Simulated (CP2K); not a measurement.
# WF in CP2K: the effect of functional

The system is WF.

```
W F
1.0
     5.30927    0.00000    0.00000
     4.60648    2.63983    0.00000
     4.60648    1.22636    2.33768
W F
1 1
Direct
  0.81412 0.81412 0.81412
  0.93712 0.93712 0.93712
```

The cell was built by a generator and needn't be a form met in nature.

Alike in all runs:

```yaml
Program: CP2K 2026.2
Task: band structure
Potentials_or_basis: POTENTIAL_UZH W GTH-PBE-q14, F GTH-PBE-q7; TZVP-MOLOPT-PBE-GTH basis
Density_cutoff: 14966 eV
k_mesh: 11 × 11 × 11
Occupations: fermi-dirac, width 0.05 eV
Spin: no spin polarisation
```

**Question.** One run gave: pressure -8.1 GPa. Which functional did it use?
A. LDA
B. PBE
C. vdW-DF-cx
D. RPBE
E. PBEsol

**Answer.** A.

```csv
functional,pressure (GPa)
PBE,-0.7
LDA,-8.1
PBEsol,-5.2
RPBE,2.1
vdW-DF-cx,-4.1
r2SCAN,-3.8
```

Caveats: the basis of atomic orbitals isn't converged, which shifts pressures, moduli and gaps; an odd number of electrons without spin polarisation forces a metal; a magnetic or distorted state may lie lower; the potentials were made for another functional, which shifts forces and pressure (some runs).

Not every run made on this cell is shown here.
